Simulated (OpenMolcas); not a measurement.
**Au³⁺ with 6 ligands (chloride): CASSCF and CASPT2 levels and susceptibility**

Aim: the ligand-field states of Au³⁺ in this surrounding, its lowest levels with spin-orbit coupling and its magnetic susceptibility.

Program: OpenMolcas 26.06. Level of theory: state-averaged CASSCF and CASPT2, spin-orbit coupling by RASSI with atomic mean-field integrals. These are calculated values, not measurements, unless marked.

## (1) What is computed

```
Species                           : Au³⁺ (gold, Z = 79, 76 electrons)
Basis                             : ANO-RCC-VDZP [7s6p4d2f], 167 functions with the ligands
Scalar Hamiltonian                : DKH2, point nucleus
Inactive shells                   : 1s 2s 2p 3s 3p 3d 4s 4p 4d 4f 5s 5p of the metal, and all ligand shells
Active space                      : 8 electrons in 5 orbitals (5d)
Some configurations of this space : 5d⁸
Orbitals                          : optimised for each spin and parity, averaged over all roots
```

Outer shells as boxes (Hund's rule):

5d8
```
5d [↑↓][↑↓][↑↓][↑ ][↑ ]
```

Au³⁺ is taken with 6 ligands (chloride) in octahedron coordination (Oh) at 2.7 Å. A charge of +0.5 e stands 2.8 Å behind each ligand. Ligand basis ANO-RCC-VDZP. The distances are assumed, not relaxed.

```xyz
7

Au    0.0000    0.0000    0.0000
Cl    2.7000    0.0000    0.0000
Cl    0.0000    2.7000    0.0000
Cl   -2.7000    0.0000    0.0000
Cl    0.0000   -2.7000    0.0000
Cl    0.0000    0.0000    2.7000
Cl    0.0000    0.0000   -2.7000
```

The work runs as a chain of OpenMolcas steps in one folder; each step below is one input file. Labels, J, g values, rates, χT and fits are worked out afterwards by a script from the matrices that RASSI stores. The input lists half of the charges; inversion (Group=XYZ) makes the rest.

## (2) GATEWAY and SEWARD: basis and integrals

File a.inp:

```
&GATEWAY
Coord
7

Au 0.0 0.0 0.0
Cl 2.700000 0.000000 0.000000
Cl 0.000000 2.700000 0.000000
Cl -2.700000 0.000000 0.000000
Cl 0.000000 -2.700000 0.000000
Cl 0.000000 0.000000 2.700000
Cl 0.000000 0.000000 -2.700000
Basis=Au.ANO-RCC-VDZP,Cl.ANO-RCC-VDZP
Group=XYZ
NoMove
AngMom=0.0 0.0 0.0
AMFI
RICD
XField
3 Angstrom 0
5.500000 0.000000 0.000000 0.500000
0.000000 5.500000 0.000000 0.500000
0.000000 0.000000 5.500000 0.500000
&SEWARD
```

Run with:

```bash
OMP_NUM_THREADS=1 MOLCAS_MEM=2457 MOLCAS_PROJECT=a pymolcas a.inp > a.log
```

## (3) Reference wave functions, triplets of even parity, 10 roots

File a.inp:

```
&RASSCF
FileOrb=start.orb
Symmetry=1
Spin=3
nActEl=8 0 0
Inactive=42 46
Ras2=5 0
CIRoot=10 10 1
SDav=10
CIMx=300
Iter=150 100
PrWF=0.3
OrbListing=Nothing
MaxOrb=0
LevShft=1.0
>>> COPY $Project.JobIph JOB001
```

start.orb holds start orbitals that the driver prepared beforehand, or those of the step before.

## (4) Reference wave functions, singlets of even parity, 15 roots

File a.inp:

```
&RASSCF
FileOrb=start.orb
Symmetry=1
Spin=1
nActEl=8 0 0
Inactive=42 46
Ras2=5 0
CIRoot=15 15 1
SDav=15
CIMx=300
Iter=150 100
PrWF=0.3
OrbListing=Nothing
MaxOrb=0
LevShft=1.0
>>> COPY $Project.JobIph JOB002
```

## (5) RASSI: spin-orbit coupling between the states

File a.inp:

```
&RASSI
NrOfJobIphs=2 10 15
1 2 3 4 5 6 7 8 9 10
1 2 3 4 5 6 7 8 9 10 11 12 13 14 15
IphNames
JOB001
JOB002
EJob
SpinOrbit
DIPRint=1.0
SOCoupling=1000.0
Subsets=2
Property=9
'ANGMOM' 1 'ANGMOM' 2 'ANGMOM' 3 'MLTPL  1' 1 'MLTPL  1' 2 'MLTPL  1' 3
'AMFI' 1 'AMFI' 2 'AMFI' 3
SOProperty=3
'ANGMOM' 1 'ANGMOM' 2 'ANGMOM' 3
```

## (6) CASPT2: IPEA 0.25, imaginary shift 0.1 (closed shells correlated: 5s 5p of the metal, with ligand shells; the Frozen line counts the rest)

File a.inp:

```
>>> COPY JOB001 $Project.JobIph
&CASPT2
Multistate=10 1 2 3 4 5 6 7 8 9 10
NoMult
Frozen=29 31
IPEA=0.25
Imaginary=0.1
MaxIter=60
WThr=0.0 0.3 0.05
PrWF=0.5
NoMix
>>> COPY JOB002 $Project.JobIph
&CASPT2
Multistate=15 1 2 3 4 5 6 7 8 9 10 11 12 13 14 15
NoMult
Frozen=29 31
IPEA=0.25
Imaginary=0.1
MaxIter=60
WThr=0.0 0.3 0.05
PrWF=0.5
NoMix
```

(Steps that only read results are left out.)

Q: Predict the outcome of this session. Wanted: spin-free ground state; first state of the same spin within the active space; lowest level; next level.

As calculated:

```
                                            quantity                                                                                                                                          value
                                              method  SS-CASPT2, IPEA 0.25, imaginary shift 0.1 (closed shells correlated: 5s 5p of the metal, with ligand shells; the Frozen line counts the rest)
                              spin-free ground state                                                                                                                3A2, 1-fold in its orbital part
first state of the same spin within the active space                                                                                                                          triplet at 15100 cm⁻¹
                                        lowest level                                                                                                                                      3-fold T2
                                          next level                                                                                                                                    1640.4 cm⁻¹
                                         χT at 300 K                                                                                                                                 1.32 cm³ K/mol
                           effective moment at 300 K                                                                                                                                        3.25 μB
```

Cost by method:

```tsv
method	time of its own steps	time with the reference
A. CASSCF	49 s	49 s
B. SS-CASPT2, IPEA 0.25, imaginary shift 0.1, +5s 5p	100 s	2.5 min
```

Times are of one thread on a shared host.

**Reading.** The spin-free ground state (3A2) is 1-fold and keeps the highest spin of the shell. χT at 300 K is 1.32, against 1.00 cm³ K/mol for the spin alone, so orbital moment adds to it. CASPT2 does not keep the components of a term degenerate, and the means are used. Reference weights range from 0.55 to 0.64, which points to intruder states or a small active space for some roots.
